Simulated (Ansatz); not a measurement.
**C₂H₇BOS: up Jacob's ladder to CCSD(T)**

One table from this session's results is given with a row withheld; the runs are named, their logs left out.

The runs use Ansatz 0.2.0, Gaussian basis; functionals in def2-TZVPP, the program's frozen cores in correlated methods.

Plan: PBE-D4, r2SCAN-D4, PBE0-D4, B3LYP-D4, ωB97X-V, ωB97M-V, B2PLYP; CCSD(T)/def2-TZVPP; MP2/def2-QZVPP; extrapolation to the limit.

**The geometry**

The geometry comes from an earlier relaxation with PBE0-D4 in a triple-zeta def2 set; it is a stationary point, not always the lowest conformer.

SMILES `CC(S)BO`, 12 atoms, charge 0, spin multiplicity 1.

Atoms are counted from 1 here; the program's logs count them from 0.

Bond lengths: C1–C2 1.518 Å, C1–H6 1.092 Å, C1–H7 1.095 Å, C1–H8 1.093 Å, C2–S3 1.840 Å, C2–B4 1.575 Å, C2–H9 1.092 Å, S3–H10 1.343 Å, B4–O5 1.352 Å, B4–H11 1.200 Å, O5–H12 0.962 Å. Angles: C2–C1–H6 111.8°, C2–C1–H7 111.8°, C2–C1–H8 110.2°, H6–C1–H7 106.8°, H6–C1–H8 107.8°, H7–C1–H8 108.2°, C1–C2–S3 107.8°, C1–C2–B4 116.9°, C1–C2–H9 110.1°, S3–C2–B4 100.4°, S3–C2–H9 107.7°, B4–C2–H9 113.1°, C2–S3–H10 97.3°, C2–B4–O5 123.5°, C2–B4–H11 120.2°, O5–B4–H11 116.3°, B4–O5–H12 113.7°.

Geometry (Å):

```xyz
12

C    -0.8045    0.6033    0.9813
C     0.2865   -0.2985    0.4322
S     1.8306    0.6948    0.3151
B     0.1366   -0.7683   -1.0633
O    -0.7445   -0.2231   -1.9315
H    -0.5681    0.9611    1.9858
H    -0.9529    1.4902    0.3559
H    -1.7524    0.0609    1.0344
H     0.4748   -1.1230    1.1225
H     2.6243   -0.2802   -0.1574
H     0.8434   -1.6347   -1.4981
H    -1.2969    0.4621   -1.5430
```

The first run:

The input, in.yaml:

```yaml
crystal:
  periodic: [false, false, false]
  atoms:
    - {symbol: C, position_ang: [-0.804494, 0.603296, 0.981269]}
    - {symbol: C, position_ang: [0.286465, -0.298533, 0.432151]}
    - {symbol: S, position_ang: [1.830579, 0.694829, 0.315095]}
    - {symbol: B, position_ang: [0.136645, -0.768301, -1.063256]}
    - {symbol: O, position_ang: [-0.744504, -0.223057, -1.931522]}
    - {symbol: H, position_ang: [-0.568129, 0.961120, 1.985802]}
    - {symbol: H, position_ang: [-0.952854, 1.490233, 0.355897]}
    - {symbol: H, position_ang: [-1.752374, 0.060938, 1.034433]}
    - {symbol: H, position_ang: [0.474764, -1.122964, 1.122513]}
    - {symbol: H, position_ang: [2.624348, -0.280247, -0.157439]}
    - {symbol: H, position_ang: [0.843358, -1.634657, -1.498057]}
    - {symbol: H, position_ang: [-1.296907, 0.462143, -1.542988]}
basis:
  gaussian: {orbitals: def2-TZVPP}
hamiltonian: {xc: pbe, dispersion: d4}
output: {forces: true, orbitals: {seedname: orbitals}}
```

On the command line:

```sh
> ansatz run in.yaml --threads 4 --pin off --events-out ev --progress --plain --max-ram 10444MiB
```

Steps of the session up to this table: PBE-D4 (GGA); r2SCAN-D4 (meta-GGA); PBE0-D4 (hybrid); B3LYP-D4 (hybrid); ωB97X-V (range-separated); ωB97M-V (range-separated); B2PLYP (double hybrid); CCSD(T) in def2-TZVPP; MP2 in def2-QZVPP.

One of the session's tables, all rows but one given; the rest of the session is left out.

It belongs to the step «Atomisation energies». 

| method | atomisation energy (kJ/mol) |
| --- | --- |
| PBE-D4 | 4666.7 |
| r2SCAN-D4 | 4596.3 |
| PBE0-D4 | 4593.9 |
| B3LYP-D4 | 4572.8 |
| ωB97X-V | 4581.0 |
| ωB97M-V | 4597.3 |
| B2PLYP | 4526.1 |
| HF/def2-TZVPP | ? |
| MP2/def2-TZVPP | 4535.2 |
| CCSD/def2-TZVPP | 4395.6 |
| CCSD(T)/def2-TZVPP | 4460.6 |
| MP2/CBS | 4643.8 |
| CCSD(T)/CBS | 4569.3 |

Q: Estimate the row for HF/def2-TZVPP from the others.

The run gave: atomisation energy (kJ/mol): 3386.6. In the column «atomisation energy (kJ/mol)» it is the lowest.
